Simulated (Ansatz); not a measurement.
# MgTl: energy and pressure over a range of volumes

An exercise on one series of results from a longer session: the logs are not shown, and one member is left open.

Computed with Ansatz 0.2.0 (DFT LDA, scalar-relativistic, unless a step's input says otherwise).

### The system as given

It takes space group Pm-3m (No. 221, cubic). The conventional cell has a = 3.635 Å, b = 3.635 Å, c = 3.635 Å, α = 90.00°, β = 90.00°, γ = 90.00°. Around Mg (site symmetry m-3m) lie 8 Tl at 3.15 Å. Tl (site symmetry m-3m) has 8 Mg at 3.15 Å as nearest neighbours.

Coordinates:

```xyz
2
Lattice="3.6350 0.0000 0.0000 0.0000 3.6350 0.0000 0.0000 0.0000 3.6350" Properties=species:S:1:pos:R:3 pbc="T T T"
Mg    0.0000    0.0000    0.0000
Tl    1.8175    1.8175    1.8175
```

The structure is an experimental refinement, used without relaxation.

Atoms are numbered in the order of the input: Mg1, Tl2.

Set-up of the first run:

input.yaml reads:

```yaml
crystal:
  lattice:
    - [3.5607955052, 0.0, 0.0]
    - [0.0, 3.5607955052, 0.0]
    - [0.0, 0.0, 3.5607955052]
  atoms:
    - { symbol: Mg, position: [0.0, 0.0, 0.0] }
    - { symbol: Tl, position: [0.5, 0.5, 0.5] }
kpoints:
  mp_grid: { grid: [9, 9, 9] }
  band_path:
    path:
      - [0.0, 0.0, 0.0]
      - [0.0, 0.5, 0.0]
      - [0.5, 0.5, 0.0]
      - [0.0, 0.0, 0.0]
      - [0.5, 0.5, 0.5]
      - [0.0, 0.5, 0.0]
      - [0.5, 0.5, 0.5]
      - [0.5, 0.5, 0.0]
    npoints: 5
scf:
  occupations: { method: fermi_dirac, width: 0.05 }
hamiltonian:
  xc: lda
  pseudopotentials: { kind: all_electron, lapw: { basis_error: 0.0005 } }
output:
  forces: true
  stress: true
  eigenvalues: true
```

On the command line:

```sh
ansatz run input.yaml --threads 1 --pin off --max-ram 3072MiB --backend cpu --events-out ev --progress --plain --runs-dir out
```

Steps of the session up to this table: Volume × 0.94, LAPW; Volume × 0.94, PAW; Volume × 0.94, crystal datasets; Volume × 0.98, LAPW; Volume × 0.98, PAW; Volume × 0.98, crystal datasets; Volume × 1.01, LAPW; Volume × 1.01, PAW; Volume × 1.01, crystal datasets; Volume × 1.04, LAPW; Volume × 1.04, PAW; Volume × 1.04, crystal datasets.

One of the session's tables, all rows but one given; the rest of the session is left out.

It belongs to the step «The equation of state». 

| method | volume (Å³/atom) | pressure (GPa) |
| --- | --- | --- |
| LAPW | 22.574 | 0.07 |
| LAPW | 23.535 | -1.68 |
| LAPW | 24.015 | -2.41 |
| LAPW | 24.255 | -2.75 |
| LAPW | 24.976 | -3.63 |
| PAW | 22.574 | 0.06 |
| PAW | 23.535 | -1.70 |
| PAW | 24.015 | -2.43 |
| PAW | 24.255 | ? |
| PAW | 24.976 | -3.65 |
| crystal datasets | 22.574 | 0.08 |
| crystal datasets | 23.535 | -1.68 |
| crystal datasets | 24.015 | -2.41 |
| crystal datasets | 24.255 | -2.75 |
| crystal datasets | 24.976 | -3.63 |

Q: Estimate the row for PAW, 24.255 from the others.

**Answer.** pressure (GPa): -2.76. In the column «pressure (GPa)» it lies between crystal datasets, 24.976 (-3.63) and LAPW, 24.255 (-2.75).

To keep in mind: Warnings in the runs' records: gradients without spin orbit, crystal datasets made.
